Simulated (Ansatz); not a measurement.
What does this script print? It uses the Ansatz DFT code, driven from Python.

The script, `torsion.py`:
```python
# -*- coding: utf-8 -*-
'''Rigid torsion scan of AsH5OSi.'''

import ansatz as az
from ase import Atoms

atoms = Atoms(['O', 'As', 'Si', 'H', 'H', 'H', 'H', 'H'], positions=[
    (-1.3278, 0.1353, -1.2525),
    (-0.5978, 1.1596, 0.0777),
    (0.5707, -0.673, 0.8233),
    (-1.7706, 0.8617, -1.8257),
    (0.584, 1.6102, -0.864),
    (1.6482, -0.2108, 1.7683),
    (1.2534, -1.3557, -0.3023),
    (-0.2681, -1.5844, 1.5194),
])

# relax first, so that the scan starts from a minimum
first = (
    az.Crystal.molecule_from_ase(atoms).calculation()
    .basis(gaussian='def2-SVP')
    .functional('B3LYP')
    .relax(force_tolerance=0.02, max_steps=80)
)
atoms.positions = first.run().report['positions_ang']

start = atoms.get_dihedral(2, 1, 0, 3)
energies = {}
for turn in range(0, 360, 40):
    turned = atoms.copy()
    turned.set_dihedral(2, 1, 0, 3, start + turn, indices=[0, 3])
    calculation = (
        az.Crystal.molecule_from_ase(turned).calculation()
        .basis(gaussian='def2-SVP')
        .functional('B3LYP')
    )
    energies[round((start + turn) % 360)] = calculation.run().report['free_energy_ev']
floor = min(energies.values())
print('dihedral Si2-As1-O0-H3 (deg)   E - E(min) (kcal/mol)')
for angle, e in sorted(energies.items()):
    print(f'{angle:8d} {23.060548 * (e - floor):14.3f}  ' + '#' * int(30 * (e - floor) / max(max(energies.values()) - floor, 1e-9)))
```

`python torsion.py` gives:
```text
dihedral Si2-As1-O0-H3 (deg)   E - E(min) (kcal/mol)
      21          3.721  ##############################
      61          2.451  ###################
     101          0.764  ######
     141          0.000
     181          0.816  ######
     221          2.174  #################
     261          2.153  #################
     301          1.104  ########
     341          2.293  ##################
```

Reading the output:
- These settings explore the input space; basis and method may be short of convergence.
- The scan is rigid and the energies are electronic, in a modest basis. With rigid groups the curve can differ much from the relaxed path, the start wasn't checked as a minimum of this torsion, and equivalent turns needn't return to the same energy.
- b3lyp holds the VWN-RPA fit, as in Gaussian; the form of ORCA and Turbomole is b3lyp5.
- The whole script took 43 s on 1 thread of Arm Neoverse V2, with other jobs on the host, peak memory 0.26 GiB.

(A comment or docstring line of the script was reworded after the run, the code is as it ran; lines on the test bed's own set-up are left out of the output.)
